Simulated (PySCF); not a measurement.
# SiP4H6: electronic excitations and core binding energies

Aim: predict the electronic excitations and core binding energies of SiP4H6 (`[SiH3]P1PPP1`).

Programs: PySCF 2.14.0, with density-fitted response routines of our own. Each step states its level of theory. These are calculated values for one molecule in the gas phase, unless marked as measured. Atoms are numbered from 0 throughout.

## Step 1: The molecule as given

11 atoms, charge 0, multiplicity 1; geometry from: GFN2-xTB.

Bonds of the start (Å): Si0–P1 2.26, P1–P2 2.22, P2–P3 2.19, P3–P4 2.22, P4–P1 2.21, Si0–H5 1.47, Si0–H6 1.46, Si0–H7 1.47, P2–H8 1.40, P3–H9 1.40, P4–H10 1.40.

## Step 2: Excited states and response: B3LYP/def2-SVPD

The job: settings as JSON, then the geometry in Å.

```
{"job": {"kind": "uv", "xc": "B3LYP", "basis": "def2-SVPD", "nstates": 8, "ntriplets": 3}, "charge": 0, "multiplicity": 1}
Si    -1.918512     0.078692    -0.385514
P     -0.284865     0.941212     0.922098
P      0.920364    -0.845103     1.461371
P      1.782009    -0.793904    -0.555954
P      1.110047     1.318185    -0.746350
H     -1.371384    -0.788112    -1.440235
H     -2.586117     1.250581    -0.946965
H     -2.767931    -0.700540     0.521100
H     -0.032121    -1.825279     1.169848
H      3.083584    -0.519678    -0.124364
H      2.070351     1.886617     0.099002
```

Method: TDDFT B3LYP/def2-SVPD, vertical, gas phase, core orbitals frozen in the response.

Run with:

```
OMP_NUM_THREADS=1 python probes_run.py task.json out
```

This one command runs all jobs of the session in turn.

The program printed:

```text
coarse grid: 11840 points
cycle   1  E = -1657.9056907489  dE =  3.170e-01  |g| = 1.333e-01  |ddm| = 4.075e+00
cycle   2  E = -1657.9093058797  dE = -3.615e-03  |g| = 7.618e-02  |ddm| = 6.335e-01
cycle   3  E = -1657.9106351823  dE = -1.329e-03  |g| = 4.869e-02  |ddm| = 2.622e-01
cycle   4  E = -1657.9114895297  dE = -8.543e-04  |g| = 1.179e-02  |ddm| = 1.078e-01
cycle   5  E = -1657.9115407588  dE = -5.123e-05  |g| = 2.528e-03  |ddm| = 2.602e-02
cycle   6  E = -1657.9115430165  dE = -2.258e-06  |g| = 1.010e-03  |ddm| = 6.426e-03
final grid: 91864 points
cycle   7  E = -1658.0958111942  dE = -9.042e-06  |g| = 1.821e-03  |ddm| = 5.505e-02
cycle   8  E = -1658.0958100382  dE =  1.156e-06  |g| = 2.520e-03  |ddm| = 7.946e-03
cycle   9  E = -1658.0958124525  dE = -2.414e-06  |g| = 2.947e-04  |ddm| = 4.552e-03
cycle  10  E = -1658.0958124836  dE = -3.113e-08  |g| = 9.557e-05  |ddm| = 6.787e-04
cycle  11  E = -1658.0958124867  dE = -3.093e-09  |g| = 3.256e-05  |ddm| = 2.257e-04
cycle  12  E = -1658.0958124871  dE = -4.075e-10  |g| = 5.198e-06  |ddm| = 6.942e-05
converged SCF energy = -1658.0958124871

Static polarisability (au): isotropic 127.984, principal 111.831 128.275 143.846

Singlet excitations
state   eV       nm        f      main configurations
  1   3.5346    350.8   0.00160   H->L 0.97
  2   3.6947    335.6   0.00153   H->L+1 0.94
  3   4.3845    282.8   0.00022   H-1->L+1 0.69, H-1->L 0.28
  4   4.4527    278.4   0.00160   H-1->L 0.65, H-1->L+1 0.29
  5   4.5679    271.4   0.00468   H->L+2 0.96
  6   5.2538    236.0   0.01891   H->L+3 0.92
  7   5.3229    232.9   0.00353   H-1->L+2 0.77, H-2->L+1 0.13
  8   5.3836    230.3   0.02882   H-2->L 0.79

Triplet excitations (Tamm-Dancoff, eV): 3.1478 3.1536 3.8221
```

Wall time 26 s (1 thread, shared host).

The orbitals next to the gap, with their largest atomic shares:

```
orbital     eV                       atoms
 HOMO−3  -8.09  P1 28 %, P2 16 %, Si0 15 %
 HOMO−2  -7.93   P3 29 %, P1 22 %, P4 18 %
 HOMO−1  -6.97   P4 28 %, P1 26 %, P2 20 %
   HOMO  -6.14   P1 25 %, P2 23 %, P3 23 %
   LUMO  -1.63   P2 23 %, P3 21 %, P4 20 %
 LUMO+1  -1.53   P1 24 %, P4 23 %, P3 21 %
 LUMO+2  -0.70   P1 17 %, P4 15 %, P2 15 %
```

With each of the 8 states as a Gaussian band of 0.4 eV half-width at 1/e, the curve within the window shown has maxima at 342 nm (ε 120), 232 nm (ε 2,000) L/(mol cm). Beyond the last state computed it falls off for lack of states. The curve at chosen wavelengths:

(nm, ε (L/mol/cm)): (218, 970), (226, 1773), (234, 2019), (242, 1584), (251, 897), (259, 517), (267, 360), (275, 293), (283, 236), (291, 176), (300, 124), (308, 100), (316, 98), (324, 107), (332, 118), (340, 123), (349, 120), (357, 109), (365, 93), (373, 75), (381, 58), (389, 43), (398, 29), (406, 20), (414, 13), (422, 9)

Further results of this job:

```
           property  computed
  dipole moment (D)      0.40
polarisability (Å³)     18.97
 HOMO–LUMO gap (eV)      4.50
      −ε(HOMO) (eV)      6.14
```

## Step 3: Core holes by ΔSCF: SCAN, X2C

Same as in step 2 but for these lines:

```diff
@@ -1,2 +1,2 @@
-{"job": {"kind": "uv", "xc": "B3LYP", "basis": "def2-SVPD", "nstates": 8, "ntriplets": 3}, "charge": 0, "multiplicity": 1}
+{"job": {"kind": "xps"}, "charge": 0, "multiplicity": 1}
 Si    -1.918512     0.078692    -0.385514
```

With the program's defaults for keys left out, this is: delta-SCF UKS SCAN, pcX-2 on the ionised atom, pcseg-1 elsewhere, spin-free X2C.

The program printed:

```text
ground state, core basis on atom 0 (Si), 162 functions
  cycle   1  E = -1662.09673232  |g| = 1.88e-01
  cycle   2  E = -1662.09890227  |g| = 1.75e-01
  cycle   3  E = -1662.10871620  |g| = 6.61e-02
  cycle   4  E = -1662.11016020  |g| = 2.32e-02
  cycle   5  E = -1662.11034752  |g| = 8.57e-03
  cycle   6  E = -1662.11037113  |g| = 1.30e-03
  cycle   7  E = -1662.11037380  |g| = 5.52e-04
  cycle   8  E = -1662.11037355  |g| = 2.25e-04
  E(ground) = -1662.18669518 Eh
hole in Si 1s of atom 0
  cycle   1  E = -1593.17174334  |g| = 4.35e+00
  cycle   2  E = -1591.41797595  |g| = 2.69e+00
  cycle   3  E = -1583.25649442  |g| = 2.75e+00
  cycle   4  E = -1594.09653644  |g| = 4.34e-01
  cycle   5  E = -1594.07569338  |g| = 4.82e-01
  cycle   6  E = -1594.23351553  |g| = 1.31e-01
  cycle   7  E = -1594.24636506  |g| = 3.73e-02
  cycle   8  E = -1594.24737219  |g| = 1.13e-02
  cycle   9  E = -1594.24744274  |g| = 6.11e-03
  cycle  10  E = -1594.24747255  |g| = 1.76e-03
  cycle  11  E = -1594.24747565  |g| = 7.20e-04
  cycle  12  E = -1594.24747795  |g| = 2.35e-04
  E(ion) = -1594.33141463 Eh   <S^2> = 0.7530   hole on atom = 1.000   binding energy = 1846.436 eV
hole in Si 2p of atom 0
  cycle   1  E = -1657.82811702  |g| = 1.23e+00
  cycle   2  E = -1656.33367690  |g| = 1.72e+00
  cycle   3  E = -1657.88889195  |g| = 5.52e-01
  cycle   4  E = -1658.13370804  |g| = 2.18e-01
  cycle   5  E = -1658.15645173  |g| = 1.26e-01
  cycle   6  E = -1658.16762151  |g| = 3.54e-02
  cycle   7  E = -1658.16855362  |g| = 1.02e-02
  cycle   8  E = -1658.16861709  |g| = 3.88e-03
  cycle   9  E = -1658.16863098  |g| = 1.87e-03
  cycle  10  E = -1658.16863180  |g| = 5.53e-04
  cycle  11  E = -1658.16863307  |g| = 3.43e-04
  E(ion) = -1658.25657384 Eh   <S^2> = 0.7544   hole on atom = 1.002   binding energy = 106.944 eV
  2p3/2 = 106.722 eV   2p1/2 = 107.345 eV
ground state, core basis on atom 1 (P), 162 functions
  cycle   1  E = -1662.13220896  |g| = 3.40e-01
  cycle   2  E = -1662.13151160  |g| = 5.97e-02
  cycle   3  E = -1662.12911630  |g| = 1.03e-01
  cycle   4  E = -1662.13277150  |g| = 9.06e-03
  cycle   5  E = -1662.13279672  |g| = 3.46e-03
  cycle   6  E = -1662.13279965  |g| = 7.56e-04
  cycle   7  E = -1662.13279929  |g| = 2.48e-04
  E(ground) = -1662.22115691 Eh
hole in P 1s of atom 1
  cycle   1  E = -1581.95840306  |g| = 4.72e+00
  cycle   2  E = -1580.77278267  |g| = 2.65e+00
  cycle   3  E = -1577.99860359  |g| = 2.18e+00
  cycle   4  E = -1582.91041973  |g| = 5.35e-01
  cycle   5  E = -1583.07767905  |g| = 2.97e-01
  cycle   6  E = -1583.12939995  |g| = 1.34e-01
  cycle   7  E = -1583.14121914  |g| = 3.35e-02
  cycle   8  E = -1583.14195181  |g| = 1.50e-02
  cycle   9  E = -1583.14210307  |g| = 3.60e-03
  cycle  10  E = -1583.14211358  |g| = 8.03e-04
  cycle  11  E = -1583.14211099  |g| = 7.14e-04
  cycle  12  E = -1583.14211210  |g| = 2.10e-04
  E(ion) = -1583.23110545 Eh   <S^2> = 0.7530   hole on atom = 1.000   binding energy = 2149.429 eV
hole in P 2p of atom 1
  cycle   1  E = -1656.69683200  |g| = 1.40e+00
  cycle   2  E = -1655.45843651  |g| = 1.81e+00
  cycle   3  E = -1656.79715732  |g| = 6.31e-01
  cycle   4  E = -1657.08017927  |g| = 2.27e-01
  cycle   5  E = -1657.11343057  |g| = 8.23e-02
  cycle   6  E = -1657.11759591  |g| = 2.98e-02
  cycle   7  E = -1657.11816232  |g| = 1.13e-02
  cycle   8  E = -1657.11824869  |g| = 4.69e-03
  cycle   9  E = -1657.11826416  |g| = 1.61e-03
  cycle  10  E = -1657.11826507  |g| = 6.04e-04
  cycle  11  E = -1657.11826787  |g| = 4.96e-04
  E(ion) = -1657.21779198 Eh   <S^2> = 0.7555   hole on atom = 1.002   binding energy = 136.148 eV
  2p3/2 = 135.920 eV   2p1/2 = 136.811 eV
ground state, core basis on atom 2 (P), 162 functions
  cycle   1  E = -1662.13163502  |g| = 3.42e-01
  cycle   2  E = -1662.12965112  |g| = 8.96e-02
  cycle   3  E = -1662.12489127  |g| = 1.46e-01
  cycle   4  E = -1662.13265634  |g| = 7.81e-03
  cycle   5  E = -1662.13267026  |g| = 4.50e-03
  cycle   6  E = -1662.13267628  |g| = 8.53e-04
  cycle   7  E = -1662.13267570  |g| = 3.15e-04
  E(ground) = -1662.22140827 Eh
hole in P 1s of atom 2
  cycle   1  E = -1581.95164704  |g| = 4.72e+00
  cycle   2  E = -1579.78747563  |g| = 2.83e+00
  cycle   3  E = -1573.52113651  |g| = 2.67e+00
  cycle   4  E = -1582.94689614  |g| = 4.77e-01
  cycle   5  E = -1582.97926698  |g| = 4.58e-01
  cycle   6  E = -1583.11926166  |g| = 1.08e-01
  cycle   7  E = -1583.12621423  |g| = 4.20e-02
  cycle   8  E = -1583.12743126  |g| = 1.43e-02
  cycle   9  E = -1583.12755768  |g| = 4.36e-03
  cycle  10  E = -1583.12756841  |g| = 1.70e-03
  cycle  11  E = -1583.12756961  |g| = 7.14e-04
  cycle  12  E = -1583.12757276  |g| = 2.37e-04
  E(ion) = -1583.21675797 Eh   <S^2> = 0.7530   hole on atom = 1.000   binding energy = 2149.826 eV
hole in P 2p of atom 2
  cycle   1  E = -1656.69026405  |g| = 1.39e+00
  cycle   2  E = -1655.23545603  |g| = 1.89e+00
  cycle   3  E = -1656.75590654  |g| = 6.46e-01
  cycle   4  E = -1657.04991656  |g| = 2.73e-01
  cycle   5  E = -1657.09770599  |g| = 9.80e-02
  cycle   6  E = -1657.10378011  |g| = 3.31e-02
  cycle   7  E = -1657.10446853  |g| = 1.42e-02
  cycle   8  E = -1657.10460764  |g| = 5.69e-03
  cycle   9  E = -1657.10463365  |g| = 1.68e-03
  cycle  10  E = -1657.10463511  |g| = 1.00e-03
  cycle  11  E = -1657.10463650  |g| = 6.03e-04
  cycle  12  E = -1657.10463680  |g| = 2.11e-04
  E(ion) = -1657.20347099 Eh   <S^2> = 0.7551   hole on atom = 1.002   binding energy = 136.545 eV
  2p3/2 = 136.321 eV   2p1/2 = 137.213 eV
ground state, core basis on atom 3 (P), 162 functions
  cycle   1  E = -1662.13134030  |g| = 3.43e-01
  cycle   2  E = -1662.12907586  |g| = 9.56e-02
  cycle   3  E = -1662.12414394  |g| = 1.51e-01
  cycle   4  E = -1662.13248854  |g| = 8.68e-03
  cycle   5  E = -1662.13250288  |g| = 4.79e-03
  cycle   6  E = -1662.13251432  |g| = 9.29e-04
  cycle   7  E = -1662.13251652  |g| = 2.85e-04
  E(ground) = -1662.22117179 Eh
hole in P 1s of atom 3
  cycle   1  E = -1581.95264099  |g| = 4.72e+00
  cycle   2  E = -1579.74604586  |g| = 2.81e+00
  cycle   3  E = -1573.24371294  |g| = 2.74e+00
  cycle   4  E = -1583.01553836  |g| = 3.85e-01
  cycle   5  E = -1582.98554195  |g| = 4.52e-01
  cycle   6  E = -1583.12099103  |g| = 7.91e-02
  cycle   7  E = -1583.12473533  |g| = 3.31e-02
  cycle   8  E = -1583.12544737  |g| = 1.20e-02
  cycle   9  E = -1583.12554332  |g| = 2.52e-03
  cycle  10  E = -1583.12554531  |g| = 1.37e-03
  cycle  11  E = -1583.12554804  |g| = 4.10e-04
  E(ion) = -1583.21480789 Eh   <S^2> = 0.7529   hole on atom = 1.000   binding energy = 2149.873 eV
hole in P 2p of atom 3
  cycle   1  E = -1656.69124794  |g| = 1.39e+00
  cycle   2  E = -1654.47694386  |g| = 2.03e+00
  cycle   3  E = -1656.49831762  |g| = 8.55e-01
  cycle   4  E = -1657.07575232  |g| = 1.96e-01
  cycle   5  E = -1657.08560993  |g| = 1.49e-01
  cycle   6  E = -1657.10149228  |g| = 3.43e-02
  cycle   7  E = -1657.10221456  |g| = 1.54e-02
  cycle   8  E = -1657.10237278  |g| = 6.31e-03
  cycle   9  E = -1657.10239901  |g| = 1.59e-03
  cycle  10  E = -1657.10240261  |g| = 1.17e-03
  cycle  11  E = -1657.10240566  |g| = 5.49e-04
  cycle  12  E = -1657.10240431  |g| = 1.68e-04
  E(ion) = -1657.20153010 Eh   <S^2> = 0.7550   hole on atom = 1.002   binding energy = 136.591 eV
  2p3/2 = 136.370 eV   2p1/2 = 137.262 eV
```

Wall time 1.8 min (1 thread, shared host).

Binding energies by hole, beside the orbital energy of the ground state; the difference holds orbital relaxation and, for a density functional, its self-interaction error:

```
       hole  stands for                                         environment  ΔSCF (eV; 2p as the shell's mean)  −ε (eV)   ⟨S²⟩
Si1s on Si0         Si0                            silicon bonded to P, 3 H                            1846.44   1793.7  0.753
Si2p on Si0         Si0                            silicon bonded to P, 3 H                             106.93     96.6  0.754
  P1s on P1          P1  phosphorus bonded to 2 P, Si, in a 4-membered ring                            2149.43   2093.1  0.753
  P2p on P1          P1  phosphorus bonded to 2 P, Si, in a 4-membered ring                             136.22    126.1  0.756
  P1s on P2      P2, P4   phosphorus bonded to 2 P, H, in a 4-membered ring                            2149.83   2093.3  0.753
  P2p on P2      P2, P4   phosphorus bonded to 2 P, H, in a 4-membered ring                             136.62    126.3  0.755
  P1s on P3          P3   phosphorus bonded to 2 P, H, in a 4-membered ring                            2149.87   2093.3  0.753
  P2p on P3          P3   phosphorus bonded to 2 P, H, in a 4-membered ring                             136.67    126.3  0.755
```

Each hole run stands for the others of its class of like atoms.

With the spin-orbit splitting: Si0 2p3/2 106.72, 2p1/2 107.34 eV; P1 2p3/2 135.92, 2p1/2 136.81 eV; P2 2p3/2 136.32, 2p1/2 137.21 eV; P3 2p3/2 136.37, 2p1/2 137.26 eV. The table gives each 2p level as the mean over the whole 2p shell (two parts 2p3/2, one part 2p1/2), which differs a little from the single hole in the log.

## Step 4: What came out

| quantity | value |
| --- | --- |
| lowest singlet (B3LYP/def2-SVPD) | 3.53 eV (351 nm), f = 0.002 |
| brightest single state of those computed | state 8, 5.38 eV, f = 0.029 |
| lowest triplet | 3.15 eV |
| P1s binding energies, SCAN/pcX-2 | P3 2149.87, P2 2149.83, P1 2149.43 eV |
| P2p binding energies, SCAN/pcX-2 | P3 136.67, P2 136.62, P1 136.22 eV |
| Si1s binding energies, SCAN/pcX-2 | Si0 1846.44 eV |
| Si2p binding energies, SCAN/pcX-2 | Si0 106.93 eV |

What this shows: The first singlet state (HOMO→LUMO 0.97) lies at 3.53 eV and is weak; of the 8 states computed, the strongest absorption comes from state 8 at 5.38 eV (the last computed, so partners may be missing). The lowest triplet lies 0.39 eV below the lowest singlet (triplets in Tamm-Dancoff, singlets in full TDDFT). P3 (phosphorus bonded to 2 P, H, in a 4-membered ring) binds its P1s electron 0.44 eV more tightly than P1 (phosphorus bonded to 2 P, Si, in a 4-membered ring). P3 (phosphorus bonded to 2 P, H, in a 4-membered ring) binds its P2p electron 0.45 eV more tightly than P1 (phosphorus bonded to 2 P, Si, in a 4-membered ring).
